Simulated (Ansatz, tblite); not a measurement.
# SnHMe2(NHiPr) (C5H15NSn): one state, many levels

How do method and basis change the picture of SnHMe2(NHiPr) (C5H15NSn) (singlet)?

The runs use Ansatz 0.2.0, Gaussian basis; as each input shows.

Plan: GFN1-xTB, GFN2-xTB, PBE-D4/def2-TZVP, r2SCAN-D4/def2-TZVP, ωB97M-V/def2-TZVP, HSE06-D4/def2-TZVP, BHLYP-D4/def2-TZVP, PBE-D4/def2-SVP, PBE0-D4/def2-SVP, MP2/def2-TZVP, RPA/def2-TZVP.

2 further runs of the same task are left out: 2 set aside as unsound or not needed.

## Step 1: The relaxed structure

The singlet was relaxed beforehand with PBE-D4/def2-SVP.

22 atoms, charge 0, spin multiplicity 1.

Bond lengths: C1–Sn7 2.168 Å, C1–H9 1.107 Å, C1–H10 1.107 Å, C1–H11 1.107 Å, C2–Sn7 2.170 Å, C2–H12 1.107 Å, C2–H13 1.107 Å, C2–H14 1.107 Å, C3–C4 1.539 Å, C3–C5 1.531 Å, C3–N6 1.464 Å, C3–H16 1.118 Å, C4–H17 1.111 Å, C4–H18 1.111 Å, C4–H19 1.110 Å, C5–H20 1.113 Å, C5–H21 1.108 Å, C5–H22 1.108 Å and more. Angles: Sn7–C1–H9 108.6°, Sn7–C1–H10 110.6°, Sn7–C1–H11 110.2°, H9–C1–H10 109.0°, H9–C1–H11 109.3°, H10–C1–H11 109.1°, Sn7–C2–H12 110.7°, Sn7–C2–H13 109.3°, Sn7–C2–H14 110.0°, H12–C2–H13 109.1°, H12–C2–H14 108.8°, H13–C2–H14 108.9°, C4–C3–C5 111.1°, C4–C3–N6 114.1°, C4–C3–H16 107.2°, C5–C3–N6 110.3°, C5–C3–H16 106.9°, N6–C3–H16 106.9° and more.

Sn takes a core potential in the def2 sets. No spin-orbit coupling is included.

PBE0-D4/def2-TZVP was run before; its log isn't repeated, and its numbers join the tables.

## Step 2: GFN1-xTB

Tight binding, by tblite at 300 K electronic temperature and without a spin-polarisation term:

```python
tblite.interface.Calculator('GFN1-xTB', numbers, positions, charge=0, uhf=0).singlepoint()
```

Energy -661.9407 eV, HOMO -10.45 eV, LUMO -6.18 eV; 0.019 s.

## Step 3: GFN2-xTB

Tight binding, by tblite at 300 K electronic temperature and without a spin-polarisation term:

```python
tblite.interface.Calculator('GFN2-xTB', numbers, positions, charge=0, uhf=0).singlepoint()
```

Energy -634.5324 eV, HOMO -9.66 eV, LUMO -5.86 eV; 0.016 s.

## Step 4: PBE-D4/def2-TZVP

start.molden holds the orbitals of an earlier run on this state, given as this run's starting guess.

in.yaml

```yaml
crystal:
  periodic: [false, false, false]
  atoms:
    - {symbol: C, position_ang: [2.431268, 0.677208, -0.878492]}
    - {symbol: C, position_ang: [-0.211390, 3.083803, -0.785601]}
    - {symbol: C, position_ang: [-1.046378, -1.472329, 0.063561]}
    - {symbol: C, position_ang: [-1.760353, -1.405538, 1.424982]}
    - {symbol: C, position_ang: [0.301387, -2.188052, 0.183741]}
    - {symbol: N, position_ang: [-0.874023, -0.172043, -0.586428]}
    - {symbol: Sn, position_ang: [0.542960, 1.223183, 0.036926]}
    - {symbol: H, position_ang: [0.724801, 1.340318, 1.773110]}
    - {symbol: H, position_ang: [2.244199, 0.398729, -1.933856]}
    - {symbol: H, position_ang: [2.883651, -0.185059, -0.352438]}
    - {symbol: H, position_ang: [3.134605, 1.531988, -0.844355]}
    - {symbol: H, position_ang: [-1.123921, 3.407132, -0.248607]}
    - {symbol: H, position_ang: [-0.452444, 2.939542, -1.856727]}
    - {symbol: H, position_ang: [0.555436, 3.877387, -0.694862]}
    - {symbol: H, position_ang: [-1.784743, 0.294629, -0.688303]}
    - {symbol: H, position_ang: [-1.684444, -2.092917, -0.613774]}
    - {symbol: H, position_ang: [-1.152290, -0.833798, 2.158392]}
    - {symbol: H, position_ang: [-1.944897, -2.416441, 1.846923]}
    - {symbol: H, position_ang: [-2.742151, -0.896300, 1.331696]}
    - {symbol: H, position_ang: [0.970796, -1.656043, 0.896100]}
    - {symbol: H, position_ang: [0.175840, -3.220481, 0.566442]}
    - {symbol: H, position_ang: [0.812090, -2.234900, -0.798420]}
basis:
  gaussian: {orbitals: def2-TZVP, initial_orbitals: start.molden}
hamiltonian: {xc: pbe, dispersion: d4}
scf: {omitted_lower_state_checks: [starts]}
output: {forces: true, orbitals: {seedname: orbitals}}
```

The run is started by

```bash
$ ansatz run in.yaml --threads 4 --pin off --events-out ev --progress --plain --max-ram 4787MiB
```

Log, shortened:

```text
Functional definition: PBE
  name "PBE"
  cite "Perdew, Burke & Ernzerhof, Phys. Rev. Lett. 77, 3865 (1996) doi:10.1103/PhysRevLett.77.3865"
  parent pbe
[...]
2103 factors; their error is unknown
[...]
mean field -12744.12874214 eV, -468.3380929929 hartree, gradient 2.7e-5 eV, S^2 0.000000; 0 other end points of the search recorded, 0 dependent functions left out
[...]
reference -12744.12880610 eV, -468.3380953436 hartree; 37, 37 occupied and 289, 289 virtual orbitals, 2103 factors
Total energy: -12744.65563110 eV, -468.3574558051 hartree
Atom 0 at     2.431268     0.677208    -0.878492 Å, force     0.144475    -0.075668    -0.092165 eV/Å
Atom 1 at    -0.211390     3.083803    -0.785601 Å, force    -0.074720     0.152575    -0.079780 eV/Å
Atom 2 at    -1.046378    -1.472329     0.063561 Å, force    -0.156779    -0.257165    -0.015590 eV/Å
Atom 3 at    -1.760353    -1.405538     1.424982 Å, force    -0.092354     0.040457     0.204477 eV/Å
Atom 4 at     0.301387    -2.188052     0.183741 Å, force     0.193373    -0.049759     0.017413 eV/Å
Atom 5 at    -0.874023    -0.172043    -0.586428 Å, force     0.006872     0.255240    -0.030645 eV/Å
Atom 6 at     0.542960     1.223183     0.036926 Å, force    -0.074829    -0.039378    -0.064940 eV/Å
Atom 7 at     0.724801     1.340318     1.773110 Å, force    -0.012476    -0.028054    -0.100737 eV/Å
Atom 8 at     2.244199     0.398729    -1.933856 Å, force     0.058053     0.082116     0.301957 eV/Å
Atom 9 at     2.883651    -0.185059    -0.352438 Å, force    -0.129966     0.249601    -0.144627 eV/Å
Atom 10 at     3.134605     1.531988    -0.844355 Å, force    -0.197930    -0.235232    -0.006908 eV/Å
Atom 11 at    -1.123921     3.407132    -0.248607 Å, force     0.257751    -0.096014    -0.144899 eV/Å
Atom 12 at    -0.452444     2.939542    -1.856727 Å, force     0.068327     0.037343     0.298682 eV/Å
Atom 13 at     0.555436     3.877387    -0.694862 Å, force    -0.211703    -0.221407    -0.021553 eV/Å
Atom 14 at    -1.784743     0.294629    -0.688303 Å, force     0.192963    -0.105605     0.058225 eV/Å
Atom 15 at    -1.684444    -2.092917    -0.613774 Å, force     0.152093     0.162382     0.148178 eV/Å
Atom 16 at    -1.152290    -0.833798     2.158392 Å, force    -0.143540    -0.140172    -0.193208 eV/Å
Atom 17 at    -1.944897    -2.416441     1.846923 Å, force     0.060748     0.243775    -0.121528 eV/Å
Atom 18 at    -2.742151    -0.896300     1.331696 Å, force     0.256254    -0.132068     0.007280 eV/Å
Atom 19 at     0.970796    -1.656043     0.896100 Å, force    -0.169548    -0.126123    -0.168254 eV/Å
Atom 20 at     0.175840    -3.220481     0.566442 Å, force     0.009974     0.273885    -0.100245 eV/Å
Atom 21 at     0.812090    -2.234900    -0.798420 Å, force    -0.137037     0.009271     0.248869 eV/Å
Dipole moment:    -0.035142     0.067523     0.000418 e Å
Checks for a lower state left out: starts
```

Wall time 4.2 s (4 threads of Intel Xeon 6975P-C, shared host); peak memory 0.58 GiB.

HOMO -4.90 eV, LUMO -0.41 eV.

## Step 5: r2SCAN-D4/def2-TZVP

Edit in.yaml of step 4 so:

```diff
@@ -27,4 +27,4 @@
   gaussian: {orbitals: def2-TZVP, initial_orbitals: start.molden}
-hamiltonian: {xc: pbe, dispersion: d4}
+hamiltonian: {xc: r2scan, dispersion: d4}
 scf: {omitted_lower_state_checks: [starts]}
-output: {forces: true, orbitals: {seedname: orbitals}}
+output: {orbitals: {seedname: orbitals}}
```

Same command.

Log:

```text
Functional definition: r2SCAN
  name "r2SCAN"
  cite "Furness, Kaplan, Ning, Perdew & Sun, J. Phys. Chem. Lett. 11, 8208 (2020) doi:10.1021/acs.jpclett.0c02405"
  cite "Furness, Kaplan, Ning, Perdew & Sun, J. Phys. Chem. Lett. 11, 9248 (2020) doi:10.1021/acs.jpclett.0c03077"
  parent r2scan
  parameter k0 = 0.174
  parameter k1 = 0.065
  parameter a1 = 4.9479
  exchange = r2scan_x(k0 = k0, k1 = k1, a1 = a1)
  correlation = r2scan_c
these checks for a lower state are left out or cut short: starts
2103 factors; their error is unknown
mean field evaluation 1: about -12751.8605 eV, gradient 6.4e0 eV
mean field evaluation 2: about -12751.9240 eV, gradient 6.2e-2 eV
mean field evaluation 4: about -12751.8715 eV, gradient 6.1e-4 eV
mean field -12751.87147857 eV, -468.6226333087 hartree, gradient 9.4e-6 eV, S^2 0.000000; 0 other end points of the search recorded, 0 dependent functions left out
reference -12751.87149653 eV, -468.6226339687 hartree; 37, 37 occupied and 289, 289 virtual orbitals, 2103 factors
Total energy: -12752.01546446 eV, -468.6279246925 hartree
Checks for a lower state left out: starts
```

Wall time 5 s (4 threads of Intel Xeon 6975P-C, shared host); peak memory 0.63 GiB.

From the report: HOMO -5.15 eV, LUMO -0.04 eV.

## Step 6: ωB97M-V/def2-TZVP

Edit in.yaml of step 5 so:

```diff
@@ -27,3 +27,3 @@
   gaussian: {orbitals: def2-TZVP, initial_orbitals: start.molden}
-hamiltonian: {xc: r2scan, dispersion: d4}
+hamiltonian: {xc: {name: wB97M-V}}
 scf: {omitted_lower_state_checks: [starts]}
```

Launched as before.

Log, shortened:

```text
Functional definition: wB97M-V
  name "wB97M-V"
  cite "Mardirossian & Head-Gordon, J. Chem. Phys. 144, 214110 (2016) doi:10.1063/1.4952647"
  cite "Becke, J. Chem. Phys. 107, 8554 (1997) doi:10.1063/1.475007"
  cite "Vydrov & Van Voorhis, J. Chem. Phys. 133, 244103 (2010) doi:10.1063/1.3521275"
  # Of w^i u^j: cxij and so on, Table III.
[...]
  gx(w, u) = 1 - cx + cx01*u + cx10*w
  gss(w, u) = css00 + css04*u^4 + css10*w + css20*w^2 + css43*w^4*u^3
  gos(w, u) = cos00 + cos10*w + (cos20 + cos21*u)*w^2 + (cos60 + cos61*u)*w^6
[...]
      + integral(e_c_pw_mod_opposite_spin*gos(b97_w_opposite, b97_u_opposite)) + vv10(b, c)
[...]
2147 factors; their error is unknown
621 factors; integrals over basis functions are off by at most 8.8e-6 eV
[...]
mean field -12748.56686860 eV, -468.5011911320 hartree, gradient 1.9e-5 eV, S^2 0.000000; 0 other end points of the search recorded, 0 dependent functions left out
reference -12748.56694003 eV, -468.5011937572 hartree; 37, 37 occupied and 289, 289 virtual orbitals, 2147 factors
Total energy: -12748.56694003 eV, -468.5011937572 hartree
Checks for a lower state left out: starts
```

Run time: 11 s. Hardware: 4 threads of Intel Xeon 6975P-C, shared host; peak memory 1.5 GiB.

Report: HOMO -8.54 eV, LUMO 1.84 eV.

## Step 7: HSE06-D4/def2-TZVP

Edit in.yaml of step 6 so:

```diff
@@ -27,3 +27,3 @@
   gaussian: {orbitals: def2-TZVP, initial_orbitals: start.molden}
-hamiltonian: {xc: {name: wB97M-V}}
+hamiltonian: {xc: hse06, dispersion: d4}
 scf: {omitted_lower_state_checks: [starts]}
```

Same command.

Log, shortened:

```text
Functional definition: HSE06
  name "HSE06"
  cite "Heyd, Scuseria & Ernzerhof, J. Chem. Phys. 118, 8207 (2003) doi:10.1063/1.1564060"
  cite "Krukau, Vydrov, Izmaylov & Scuseria, J. Chem. Phys. 125, 224106 (2006) doi:10.1063/1.2404663"
  cite "Heyd & Scuseria, J. Chem. Phys. 120, 7274 (2004) doi:10.1063/1.1668634"
  cite "Ernzerhof & Perdew, J. Chem. Phys. 109, 3313 (1998) doi:10.1063/1.476928"
  cite "Perdew, Burke & Ernzerhof, Phys. Rev. Lett. 77, 3865 (1996) doi:10.1103/PhysRevLett.77.3865"
  parent pbe
[...]
  # The whole range is PBE's own exchange, as in plane waves. The composition of these papers is wPBEh.
[...]
2176 factors; their error is unknown
155 factors; integrals over basis functions are off by at most 3.0e-7 eV
[...]
mean field -12745.09498694 eV, -468.3736018343 hartree, gradient 1.2e-5 eV, S^2 0.000000; 0 other end points of the search recorded, 0 dependent functions left out
reference -12745.09504850 eV, -468.3736040965 hartree; 37, 37 occupied and 289, 289 virtual orbitals, 2176 factors
Total energy: -12745.51935815 eV, -468.3891971886 hartree
Checks for a lower state left out: starts
```

Run time: 4.7 s. Hardware: 4 threads of Intel Xeon 6975P-C, shared host; peak memory 1.4 GiB.

HOMO -5.81 eV, LUMO 0.11 eV.

## Step 8: BHLYP-D4/def2-TZVP

Edit in.yaml of step 7 so:

```diff
@@ -27,3 +27,3 @@
   gaussian: {orbitals: def2-TZVP, initial_orbitals: start.molden}
-hamiltonian: {xc: hse06, dispersion: d4}
+hamiltonian: {xc: {name: BHLYP}, dispersion: d4}
 scf: {omitted_lower_state_checks: [starts]}
```

Same command.

Log:

```text
Functional definition: BHLYP
  name "BHLYP"
  cite "Becke, J. Chem. Phys. 98, 1372 (1993) doi:10.1063/1.464304"
  cite "Becke, Phys. Rev. A 38, 3098 (1988) doi:10.1103/PhysRevA.38.3098"
  cite "Lee, Yang & Parr, Phys. Rev. B 37, 785 (1988) doi:10.1103/PhysRevB.37.785"
  parameter a = 0.5
  exchange = (1 - a)*b88_x + a*exact_x
  correlation = lyp_c
these checks for a lower state are left out or cut short: starts
2418 factors; their error is unknown
mean field evaluation 1: about -12747.1203 eV, gradient 8.6e0 eV
mean field evaluation 2: about -12747.2583 eV, gradient 1.4e-1 eV
mean field evaluation 4: about -12747.3985 eV, gradient 6.2e-4 eV
mean field -12747.39850571 eV, -468.4582545878 hartree, gradient 1.4e-5 eV, S^2 0.000000; 0 other end points of the search recorded, 0 dependent functions left out
reference -12747.39876620 eV, -468.4582641607 hartree; 37, 37 occupied and 289, 289 virtual orbitals, 2418 factors
Total energy: -12748.04615889 eV, -468.4820554031 hartree
Checks for a lower state left out: starts
```

It took 4.8 s on 4 threads of Intel Xeon 6975P-C, shared host; peak memory 1.4 GiB.

Report: HOMO -7.48 eV, LUMO 1.15 eV.

## Step 9: PBE-D4/def2-SVP

Edit in.yaml of step 8 so:

```diff
@@ -26,4 +26,4 @@
 basis:
-  gaussian: {orbitals: def2-TZVP, initial_orbitals: start.molden}
-hamiltonian: {xc: {name: BHLYP}, dispersion: d4}
+  gaussian: {orbitals: def2-SVP, initial_orbitals: start.molden}
+hamiltonian: {xc: pbe, dispersion: d4}
 scf: {omitted_lower_state_checks: [starts]}
```

The command is unchanged.

Log:

```text
Functional definition: PBE
  name "PBE"
  cite "Perdew, Burke & Ernzerhof, Phys. Rev. Lett. 77, 3865 (1996) doi:10.1103/PhysRevLett.77.3865"
  parent pbe
  parameter kappa = 0.804
  parameter beta = 0.06672455060314922
  exchange = pbe_x(kappa = kappa, mu = beta*pi^2/3)
  correlation = pbe_c(beta = beta)
these checks for a lower state are left out or cut short: starts
2123 factors; their error is unknown
mean field evaluation 1: about -12735.7634 eV, gradient 2.5e1 eV
mean field evaluation 2: about -12736.1694 eV, gradient 5.1e-1 eV
mean field evaluation 4: about -12736.0856 eV, gradient 3.6e-1 eV
mean field evaluation 8: about -12736.0859 eV, gradient 2.2e-5 eV
mean field -12736.08585811 eV, -468.0425224566 hartree, gradient 2.2e-5 eV, S^2 0.000000; 0 other end points of the search recorded, 0 dependent functions left out
reference -12736.08590717 eV, -468.0425242593 hartree; 37, 37 occupied and 148, 148 virtual orbitals, 2123 factors
Total energy: -12736.61273217 eV, -468.0618847209 hartree
Checks for a lower state left out: starts
```

It took 1.8 s on 4 threads of Intel Xeon 6975P-C, shared host.

From the report: HOMO -4.66 eV, LUMO 0.00 eV.

## Step 10: PBE0-D4/def2-SVP

Edit in.yaml of step 9 so:

```diff
@@ -27,3 +27,3 @@
   gaussian: {orbitals: def2-SVP, initial_orbitals: start.molden}
-hamiltonian: {xc: pbe, dispersion: d4}
+hamiltonian: {xc: pbe0, dispersion: d4}
 scf: {omitted_lower_state_checks: [starts]}
```

Same command.

Log:

```text
Functional definition: PBE0
  name "PBE0"
  cite "Adamo & Barone, J. Chem. Phys. 110, 6158 (1999) doi:10.1063/1.478522"
  cite "Perdew, Burke & Ernzerhof, Phys. Rev. Lett. 77, 3865 (1996) doi:10.1103/PhysRevLett.77.3865"
  parent pbe
  parameter a = 0.25
  parameter kappa = 0.804
  parameter beta = 0.06672455060314922
  exchange = (1 - a)*pbe_x(kappa = kappa, mu = beta*pi^2/3) + a*exact_x
  correlation = pbe_c(beta = beta)
these checks for a lower state are left out or cut short: starts
2186 factors; their error is unknown
mean field evaluation 1: about -12737.4570 eV, gradient 2.4e1 eV
mean field evaluation 2: about -12737.7353 eV, gradient 3.8e-1 eV
mean field evaluation 4: about -12737.7735 eV, gradient 9.2e-4 eV
mean field -12737.77346938 eV, -468.1045410269 hartree, gradient 1.1e-5 eV, S^2 0.000000; 0 other end points of the search recorded, 0 dependent functions left out
reference -12737.77350754 eV, -468.1045424292 hartree; 37, 37 occupied and 148, 148 virtual orbitals, 2186 factors
Total energy: -12738.22661600 eV, -468.1211938578 hartree
Checks for a lower state left out: starts
```

It took 2.2 s on 4 threads of Intel Xeon 6975P-C, shared host; peak memory 0.68 GiB.

Report: HOMO -6.05 eV, LUMO 0.97 eV.

## Step 11: MP2/def2-TZVP

Edit in.yaml of step 10 so:

```diff
@@ -26,4 +26,4 @@
 basis:
-  gaussian: {orbitals: def2-SVP, initial_orbitals: start.molden}
-hamiltonian: {xc: pbe0, dispersion: d4}
+  gaussian: {orbitals: def2-TZVP, initial_orbitals: start.molden}
+correlation: {method: mp2}
 scf: {omitted_lower_state_checks: [starts]}
```

Same command.

Log:

```text
Functional definition: HF
  name "HF"
  cite "Fock, Z. Phys. 61, 126 (1930) doi:10.1007/BF01340294"
  parent pbe
  exchange = exact_x
  correlation = 0
these checks for a lower state are left out or cut short: starts
2416 factors; integrals over basis functions are off by at most 1.2e-3 eV
mean field evaluation 1: about -12677.6836 eV, gradient 2.8e1 eV
mean field evaluation 2: about -12678.8044 eV, gradient 1.0e0 eV
mean field evaluation 4: about -12679.1160 eV, gradient 9.1e-3 eV
mean field evaluation 8: about -12679.1160 eV, gradient 1.2e-6 eV
mean field -12679.11599925 eV, -465.9489187591 hartree, gradient 3.2e-6 eV, S^2 0.000000; 0 other end points of the search recorded, 0 dependent functions left out
10 core orbitals not correlated: weight in the atoms' cores, before any rotation towards them, 1.000 or more for the frozen orbitals, at most 0.000 for the correlated occupied ones
reference -12679.11599925 eV, -465.9489187591 hartree; 27, 27 occupied and 289, 289 virtual orbitals, 2416 factors
second order -38.21940974 eV of doubles, -0.00000000 eV of singles
Total energy: -12717.33540900 eV, -467.3534561610 hartree
Checks for a lower state left out: starts
```

Wall time 7 s (4 threads of Intel Xeon 6975P-C, shared host); peak memory 1.3 GiB.

Hartree-Fock HOMO -9.47 eV, LUMO 2.90 eV.

## Step 12: RPA/def2-TZVP

Edit in.yaml of step 11 so:

```diff
@@ -27,4 +27,4 @@
   gaussian: {orbitals: def2-TZVP, initial_orbitals: start.molden}
-correlation: {method: mp2}
+hamiltonian: {xc: pbe}
+correlation: {method: rpa}
 scf: {omitted_lower_state_checks: [starts]}
-output: {orbitals: {seedname: orbitals}}
```

Launched as before.

Log, shortened:

```text
Functional definition: PBE
  name "PBE"
  cite "Perdew, Burke & Ernzerhof, Phys. Rev. Lett. 77, 3865 (1996) doi:10.1103/PhysRevLett.77.3865"
  parent pbe
[...]
2416 factors; integrals over basis functions are off by at most 1.2e-3 eV
[...]
mean field -12744.12857493 eV, -468.3380868480 hartree, gradient 4.8e-6 eV, S^2 0.000000; 0 other end points of the search recorded, 0 dependent functions left out
10 core orbitals not correlated: weight in the atoms' cores, before any rotation towards them, 1.000 or more for the frozen orbitals, at most 0.000 for the correlated occupied ones
reference -12676.93185738 eV, -465.8686530258 hartree; 27, 27 occupied and 289, 289 virtual orbitals, 2416 factors
Total energy: -12738.61316827 eV, -468.1353993917 hartree
Checks for a lower state left out: starts
```

Wall time 11 s (4 threads of Intel Xeon 6975P-C, shared host); peak memory 1.4 GiB.

## Step 13: Levels side by side

| level | functions | HOMO (eV) | LUMO (eV) | gap (eV) | time |
| --- | --- | --- | --- | --- | --- |
| PBE-D4/def2-SVP | 185 | -4.66 | 0.00 | 4.67 | 1.8 s |
| PBE-D4/def2-TZVP | 326 | -4.90 | -0.41 | 4.49 | 4.2 s |
| r2SCAN-D4/def2-TZVP | 326 | -5.15 | -0.04 | 5.11 | 5 s |
| PBE0-D4/def2-SVP | 185 | -6.05 | 0.97 | 7.02 | 2.2 s |
| PBE0-D4/def2-TZVP | 326 | -6.21 | 0.48 | 6.70 | 5.5 s |
| HSE06-D4/def2-TZVP | 326 | -5.81 | 0.11 | 5.93 | 4.7 s |
| BHLYP-D4/def2-TZVP | 326 | -7.48 | 1.15 | 8.63 | 4.8 s |
| ωB97M-V/def2-TZVP | 326 | -8.54 | 1.84 | 10.38 | 11 s |

The pieces so far (eV):

| basis | HF | MP2 correlation | total |
| --- | --- | --- | --- |
| def2-TZVP | -12679.1160 | -38.2194 | -12717.3354 (MP2) |

## Step 14: Binding energy

Free atoms were run apart at each level; binding is atoms less cluster, divided by the number of atoms, without zero-point or spin-orbit terms.

| level | binding an atom (eV) |
| --- | --- |
| HF/def2-TZVP | 2.779 |
| PBE-D4/def2-SVP | 3.854 |
| PBE-D4/def2-TZVP | 3.837 |
| r2SCAN-D4/def2-TZVP | 3.776 |
| PBE0-D4/def2-SVP | 3.810 |
| PBE0-D4/def2-TZVP | 3.789 |
| HSE06-D4/def2-TZVP | 3.790 |
| BHLYP-D4/def2-TZVP | 3.694 |
| ωB97M-V/def2-TZVP | 3.783 |
| MP2/def2-TZVP | 3.663 |

## Step 15: What came out

```
                                                 quantity                                 value
gap in def2-TZVP, named functionals, smallest and largest  4.49 eV (PBE-D4), 10.38 eV (ωB97M-V)
                        correlation energy, MP2/def2-TZVP                             -38.22 eV
                binding an atom, functionals in def2-TZVP   3.69 (BHLYP-D4) to 3.84 eV (PBE-D4)
          PBE0 total energy, smallest basis above largest         7.80 eV (def2-SVP, def2-TZVP)
```

**Reading.** Over the named functionals in def2-TZVP the gap runs from 4.49 eV (PBE-D4) to 10.38 eV (ωB97M-V); exact exchange widens it.

The slowest run with a step of its own, ωB97M-V/def2-TZVP, took 11 s; the quickest functional in def2-TZVP took 4.2 s (shared host).
